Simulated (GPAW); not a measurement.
# W3N4 (Pm-3m) in GPAW: a series of runs

One crystal, W3N4, is run at these levels: PBEsol; tasks: band structure.

Program: GPAW 26.7.0. These are calculated values, not measurements. Logs are shortened: lines on timing, memory, paths and dates and some standing lists are left out, and cuts for length are marked. The log counts tension as positive stress, the text compression.

### 1 Starting point

It takes space group Pm-3m (No. 221, cubic). Conventional cell: a = 4.122 Å, b = 4.122 Å, c = 4.122 Å, α = 90.00°, β = 90.00°, γ = 90.00°. W (site symmetry 4/mmm) has 6 N at 2.06 Å as nearest neighbours. Around N (site symmetry 4/mmm) lie 4 W at 2.06 Å. Around N (site symmetry m-3m) lie 6 W at 2.06 Å.

### 2 Band structure, PBEsol

run.py

```python
from ase import Atoms
from ase.dft.bandgap import bandgap
from ase.io import write
from ase.units import GPa
from gpaw import GPAW, PW, setup_paths

setup_paths.insert(0, '.')

atoms = Atoms(['W', 'W', 'W', 'N', 'N', 'N', 'N'],
              cell=[[4.122, 0.0, 0.0],
                    [0.0, 4.122, 0.0],
                    [0.0, 0.0, 4.122]],
              scaled_positions=[[0.5, 0.0, 0.5],
                                [0.0, 0.5, 0.5],
                                [0.5, 0.5, 0.0],
                                [0.0, 0.0, 0.5],
                                [0.0, 0.5, 0.0],
                                [0.5, 0.0, 0.0],
                                [0.5, 0.5, 0.5]],
              pbc=True)

calc = GPAW(mode=PW(800),
            xc='PBEsol',
            kpts={'size': (7, 7, 7), 'gamma': True},
            occupations={'name': 'fermi-dirac', 'width': 0.05},
            nbands=55,
            convergence={'density': 1e-05, 'energy': 1e-05},
            maxiter=150,
            txt='gpaw.txt')
atoms.calc = calc
energy = atoms.get_potential_energy()
forces = atoms.get_forces()
stress = atoms.get_stress()
calc.write('gs.gpw')
write('result.traj', atoms)
print(f'Energy: {energy:.6f} eV')
print('Forces (eV/A):')
print(forces.round(4))
print('Stress (GPa):', (stress / GPa).round(3))
print('Fermi level:', round(calc.get_fermi_level(), 4), 'eV')
print(f'Gap: {bandgap(calc)[0]:.4f} eV, direct: {bandgap(calc, direct=True)[0]:.4f} eV')

path = atoms.cell.bandpath('GXMGRX,MR', npoints=80, eps=1e-4)
bs_calc = calc.fixed_density(kpts=path, symmetry='off', nbands=77,
                             convergence={'bands': 'CBM+6.0', 'eigenstates': 1e-6}, txt='bands.txt')
bs = bs_calc.band_structure()
bs.write('bs.json')
print(f'Gap on the path: {bandgap(bs_calc)[0]:.4f} eV')
```

Potentials or basis: PAW data sets generated in the run's folder for this functional, pw.

The run is started by

```
$ gpaw-setup -f PBEsol N W
$ OMP_NUM_THREADS=1 python run.py
```

gpaw.txt:

```text
__  _  _
 | _ |_)|_||  |
 |__||  | ||/\| - 26.7.0

Input parameters:
  mode=PW(ecut=800.0),
  convergence={'density': 1e-05, 'energy': 1e-05},
  kpts=MonkhorstPack(size=(7, 7, 7), gamma=True),
  maxiter=150,
  nbands=55,
  occupations=Occupations(name='fermi-dirac', width=0.05),
  xc=XC(name='PBEsol')

Diagonalizing LCAO Hamiltonian
Converting LCAO to pw mode
    .---------.
   /|         |
  / |         |
 *  |         |
 | W|  N      |
 |  .---------.
 N N  WW     /
 |/         /
 *----N----*

Atoms  # Å, Bohr magnetons
|   | symbol |        x |        y |        z |    initial magnetic moments |
|---|--------|----------|----------|----------|-----------------------------|
| 0 |      W | 2.061000 | 0.000000 | 2.061000 | ( 0.0000,  0.0000,  0.0000) |
| 1 |      W | 0.000000 | 2.061000 | 2.061000 | ( 0.0000,  0.0000,  0.0000) |
| 2 |      W | 2.061000 | 2.061000 | 0.000000 | ( 0.0000,  0.0000,  0.0000) |
| 3 |      N | 0.000000 | 0.000000 | 2.061000 | ( 0.0000,  0.0000,  0.0000) |
| 4 |      N | 0.000000 | 2.061000 | 0.000000 | ( 0.0000,  0.0000,  0.0000) |
| 5 |      N | 2.061000 | 0.000000 | 0.000000 | ( 0.0000,  0.0000,  0.0000) |
| 6 |      N | 2.061000 | 2.061000 | 2.061000 | ( 0.0000,  0.0000,  0.0000) |

Unit cell  # Å
| periodic |        x |        y |        z |  lengths |    angles |
|----------|----------|----------|----------|----------|-----------|
|      yes | 4.122000 | 0.000000 | 0.000000 | 4.122000 | 90.000000 |
|      yes | 0.000000 | 4.122000 | 0.000000 | 4.122000 | 90.000000 |
|      yes | 0.000000 | 0.000000 | 4.122000 | 4.122000 | 90.000000 |

Number of symmetries: 48
Symmetry operations  # r_c * U_cc + t_c -> r_c
|    | kind |            matrix            |
|----|------|------------------------------|
|  0 |  E   |  1, 0, 0,  0, 1, 0,  0, 0, 1 |
|  1 |  σ   |  1, 0, 0,  0, 1, 0,  0, 0,-1 |
|  2 |  σ   |  1, 0, 0,  0, 0, 1,  0, 1, 0 |
|  3 |  C4  |  1, 0, 0,  0, 0, 1,  0,-1, 0 |
|  4 |  C4  |  1, 0, 0,  0, 0,-1,  0, 1, 0 |
|  5 |  σ   |  1, 0, 0,  0, 0,-1,  0,-1, 0 |
|  6 |  σ   |  1, 0, 0,  0,-1, 0,  0, 0, 1 |
|  7 |  C2  |  1, 0, 0,  0,-1, 0,  0, 0,-1 |
|  8 |  σ   |  0, 1, 0,  1, 0, 0,  0, 0, 1 |
|  9 |  C2  |  0, 1, 0,  1, 0, 0,  0, 0,-1 |
| 10 |  C3  |  0, 1, 0,  0, 0, 1,  1, 0, 0 |
| 11 |  S6  |  0, 1, 0,  0, 0, 1, -1, 0, 0 |
| 12 |  S6  |  0, 1, 0,  0, 0,-1,  1, 0, 0 |
| 13 |  C3  |  0, 1, 0,  0, 0,-1, -1, 0, 0 |
| 14 |  C4  |  0, 1, 0, -1, 0, 0,  0, 0, 1 |
| 15 |  S4  |  0, 1, 0, -1, 0, 0,  0, 0,-1 |
| 16 |  C3  |  0, 0, 1,  1, 0, 0,  0, 1, 0 |
| 17 |  S6  |  0, 0, 1,  1, 0, 0,  0,-1, 0 |
| 18 |  σ   |  0, 0, 1,  0, 1, 0,  1, 0, 0 |
| 19 |  C4  |  0, 0, 1,  0, 1, 0, -1, 0, 0 |
| 20 |  C2  |  0, 0, 1,  0,-1, 0,  1, 0, 0 |
| 21 |  S4  |  0, 0, 1,  0,-1, 0, -1, 0, 0 |
| 22 |  S6  |  0, 0, 1, -1, 0, 0,  0, 1, 0 |
| 23 |  C3  |  0, 0, 1, -1, 0, 0,  0,-1, 0 |
| 24 |  S6  |  0, 0,-1,  1, 0, 0,  0, 1, 0 |
| 25 |  C3  |  0, 0,-1,  1, 0, 0,  0,-1, 0 |
| 26 |  C4  |  0, 0,-1,  0, 1, 0,  1, 0, 0 |
| 27 |  σ   |  0, 0,-1,  0, 1, 0, -1, 0, 0 |
| 28 |  S4  |  0, 0,-1,  0,-1, 0,  1, 0, 0 |
| 29 |  C2  |  0, 0,-1,  0,-1, 0, -1, 0, 0 |
| 30 |  C3  |  0, 0,-1, -1, 0, 0,  0, 1, 0 |
| 31 |  S6  |  0, 0,-1, -1, 0, 0,  0,-1, 0 |
| 32 |  C4  |  0,-1, 0,  1, 0, 0,  0, 0, 1 |
| 33 |  S4  |  0,-1, 0,  1, 0, 0,  0, 0,-1 |
| 34 |  S6  |  0,-1, 0,  0, 0, 1,  1, 0, 0 |
| 35 |  C3  |  0,-1, 0,  0, 0, 1, -1, 0, 0 |
[... 75 lines left out ...]
    |------|--------|-------------|----------|
    |   5s |  2.000 |     -78.864 |    1.344 |
    |   6s |  2.000 |      -5.730 |    1.344 |
    |   5p |  6.000 |     -43.252 |    1.355 |
    |   6p |  0.000 |      -1.338 |    1.355 |
    |   5d |  4.000 |      -4.526 |    1.228 |
    |    d |        |      22.686 |    1.228 |

    Using partial waves for W as LCAO basis

  N:
    name:    Nitrogen
    Z:       7.0
    valence: 5
    core:    2
    charge:  0.0  # [|e|]
    compensation charges:
      type: gauss
      rc: 0.18  # [Å]
      lmax: 2
    cutoffs:
      filter: 1.11  # [Å]
      core: 0.96  # [Å]
    projectors
    | kind |    occ | energy [eV] | rcut [Å] |
    |------|--------|-------------|----------|
    |   2s |  2.000 |     -18.455 |    0.603 |
    |   2p |  3.000 |      -7.035 |    0.529 |
    |    s |        |       8.756 |    0.603 |
    |    p |        |      20.177 |    0.529 |
    |    d |        |       0.000 |    0.577 |

    Using partial waves for N as LCAO basis

Reference energy: -1321832.193880  # eV

eigensolver:
  PPCG
  Converge bands: occupied
  niter=2

density mixing:
  MSR1-Mixer
  Pratt-step length: 0.05
  Maximum mixing coefficient: 0.75
  Old densities: 10
  SVD Regularization: 0.005
  Good broyden scale: 1.0
  Trust region scale: 1.0
  Backstep threshold: 4.0
  History deletion threshold: 6.0
  Fourier metric: weight=20.0, sigma=0.015

occupation numbers:
  Fermi-Dirac:
    width: 0.0500  # eV

poisson solver:
  ecut: 6400.0  # eV

xc functional:
  name: PBEsol with 2 nearest neighbor stencil

convergence criteria:
[... 6 lines left out ...]
|iter     | |      energy | eigst |  dens |
|---------|-|-------------|-------|-------|
|iter:   1| |  -80.399010 | +0.20 |       |
|iter:   2| |  -78.282586 | -1.88 | -0.89 |
|iter:   3| |  -73.600624 | -0.89 | -0.95 |
|iter:   4| |  -73.441595 | -2.45 | -1.57 |
|iter:   5| |  -73.443790 | -3.21 | -1.87 |
|iter:   6| |  -73.442621 | -4.29 | -2.54 |
|iter:   7| |  -73.442743 | -5.40 | -3.21 |
|iter:   8| |  -73.442702c| -5.96 | -3.50 |
|iter:   9| |  -73.442702c| -7.78c| -4.29 |
|iter:  10| |  -73.442701c| -8.26c| -4.58 |
|iter:  11| |  -73.442701c| -9.14c| -5.57c|

Converged in 11 steps
Energy contributions relative to reference atoms: (reference = -1321832.193880)

Energy contributions:
  Kinetic:          81.607663
  Coulomb:         -80.797270
  Zero:              0.355687
  External:          0.000000
  Xc:              -74.586668
  Entropy:          -0.044225
  Spinorbit:         0.000000
  ----------------------------
  Free energy:     -73.464813
  Extrapolated:    -73.442701

dipole moment: (-35.827457, -35.827457, -35.827457)  # |e|*Ang

Fermi level: 14.272
Eigenvalues  # (at kpt = [0.000, 0.000, 0.000])
| band index |      eig [eV] | occ [0-2] |
|------------|---------------|-----------|
|          0 |       -61.109 |     2.000 |
|        ... |               |           |
|         28 |        12.214 |     2.000 |
|         29 |        12.214 |     2.000 |
|         30 |        12.214 |     2.000 |
|         31 |        13.487 |     2.000 |
|         32 |        13.487 |     2.000 |
|         33 |        13.487 |     2.000 |
[... 8 lines left out ...]
|         42 |        18.769 |     0.000 |
|         43 |        20.271 |     0.000 |
|        ... |               |           |
|         54 |        34.326 |     0.000 |

No gap
No difference between direct/indirect transitions

Forces  # eV/Ang
|        x |        y |        z |
|----------|----------|----------|
|  0.00000 |  0.00000 |  0.00000 |  # W    0
|  0.00000 |  0.00000 |  0.00000 |  # W    1
|  0.00000 |  0.00000 |  0.00000 |  # W    2
|  0.00000 |  0.00000 |  0.00000 |  # N    3
| -0.00000 | -0.00000 |  0.00000 |  # N    4
|  0.00000 | -0.00000 | -0.00000 |  # N    5
| -0.00000 | -0.00000 |  0.00000 |  # N    6

Stress tensor  # eV/Ang^3
|         x |         y |         z |
|-----------|-----------|-----------|
| -0.097910 |  0.000000 |  0.000000 |
|  0.000000 | -0.097910 |  0.000000 |
|  0.000000 |  0.000000 | -0.097910 |

# Writing to gs.gpw (mode='')
```

stdout:

```text
Energy: -73.442701 eV
Forces (eV/A):
[[ 0.  0.  0.]
 [ 0.  0.  0.]
 [ 0.  0.  0.]
 [ 0.  0.  0.]
 [-0. -0.  0.]
 [ 0. -0. -0.]
 [-0. -0.  0.]]
Stress (GPa): [-15.687 -15.687 -15.687   0.      0.      0.   ]
Fermi level: 14.2722 eV
Gap: 0.0000 eV, direct: 0.0000 eV
Gap on the path: 0.0000 eV
```

bands.txt:

```text
Diagonalizing LCAO Hamiltonian
Converting LCAO to pw mode
convergence criteria:
- Maximum integral of absolute [eigenst]ate change: 1e-06 eV^2 / valence electron
maximum number of iterations: 150

SCF iterations
|iter     | |      energy | eigst |  dens |
|---------|-|-------------|-------|-------|
|iter:   1| |             | +0.88 |       |
[... 85 lines left out ...]
         [0.5       , 0.5       , 0.18181818],
         [0.5       , 0.5       , 0.22727273],
         [0.5       , 0.5       , 0.27272727],
         [0.5       , 0.5       , 0.31818182],
         [0.5       , 0.5       , 0.36363636],
         [0.5       , 0.5       , 0.40909091],
         [0.5       , 0.5       , 0.45454545],
         [0.5       , 0.5       , 0.5       ]])),
  maxiter=150,
  nbands=77,
  occupations=Occupations(name='fermi-dirac', width=0.05),
  symmetry=Symmetry(point_group=False, time_reversal=False),
  xc=XC(name='PBEsol')
```

Run time: 4.4 min. Hardware: 1 thread of Intel Xeon Platinum 8488C (Sapphire Rapids), shared host; peak memory 0.75 GiB.

What came out:

| Item | Value |
| --- | --- |
| Free energy | -73.4648 eV |
| Pressure | 15.7 GPa |
| Band gap along the path | none (metal or under the smearing width) |

Levels at the corners of the path, in eV from the Fermi level:
```
point  band 28  band 29  band 30  band 31  band 32  band 33
    Γ    -3.34    -2.06    -2.06    -2.06    -0.78    -0.78
    X    -3.54    -3.43    -1.70     0.13     0.14     0.14
    M    -1.41    -0.44     0.48     0.54     0.71     0.71
    Γ    -3.34    -2.06    -2.06    -2.06    -0.78    -0.78
    R    -2.84     1.37     1.37     1.37     1.97     1.97
    X    -3.54    -3.43    -1.70     0.13     0.14     0.14
    M    -1.41    -0.44     0.48     0.54     0.71     0.71
    R    -2.84     1.37     1.37     1.37     1.97     1.97
```

Caveat: spin-orbit coupling is left out, which moves the levels of the heavy elements.

### 3 Band structure, PBEsol, spin-orbit coupling, no magnetisation

run.py: that of step 2 with these lines changed.

```diff
@@ -1 +1,2 @@
+import numpy as np
 from ase import Atoms
@@ -5,2 +6,3 @@
 from gpaw import GPAW, PW, setup_paths
+from gpaw.spinorbit import soc_eigenstates
 
@@ -48 +50,7 @@
 print(f'Gap on the path: {bandgap(bs_calc)[0]:.4f} eV')
+
+soc = soc_eigenstates(bs_calc, theta=0, phi=0)
+np.savetxt('soc_bands.dat', soc.eigenvalues(), fmt='%.4f')
+mesh = soc_eigenstates('gs.gpw', theta=0, phi=0)
+np.savetxt('soc_mesh.dat', mesh.eigenvalues(), fmt='%.4f')
+print('Fermi level with spin-orbit coupling:', round(mesh.fermi_level, 4), 'eV')
```

Potentials or basis: PAW data sets generated in the run's folder for this functional, pw.

The run is started by

```
$ gpaw-setup -f PBEsol N W
$ OMP_NUM_THREADS=1 python run.py
```

Wall time 4.6 min (1 thread of Intel Xeon Platinum 8488C (Sapphire Rapids), shared host); peak memory 1 GiB.

Results (log left out):

| Property | Result |
| --- | --- |
| Free energy | -73.4648 eV |
| Pressure | 15.7 GPa |
| Band gap along the path | none (metal or under the smearing width) |

Levels at the corners of the path, in eV from the Fermi level:
| point | band 58 | band 59 | band 60 | band 61 | band 62 | band 63 |
| --- | --- | --- | --- | --- | --- | --- |
| Γ | -2.03 | -2.00 | -2.00 | -2.00 | -2.00 | -0.96 |
| X | -3.33 | -1.71 | -1.71 | 0.02 | 0.02 | 0.13 |
| M | -0.44 | 0.35 | 0.35 | 0.59 | 0.59 | 0.63 |
| Γ | -2.03 | -2.00 | -2.00 | -2.00 | -2.00 | -0.96 |
| R | 1.31 | 1.32 | 1.32 | 1.38 | 1.38 | 1.75 |
| X | -3.33 | -1.71 | -1.71 | 0.02 | 0.02 | 0.13 |
| M | -0.44 | 0.35 | 0.35 | 0.59 | 0.59 | 0.63 |
| R | 1.31 | 1.32 | 1.32 | 1.38 | 1.38 | 1.75 |

Caveat: spin-orbit coupling was added after a scalar SCF, so levels and gaps hold it while energy, forces, pressure and moments don't; this program's spin-orbit splittings come out too wide for heavy elements.
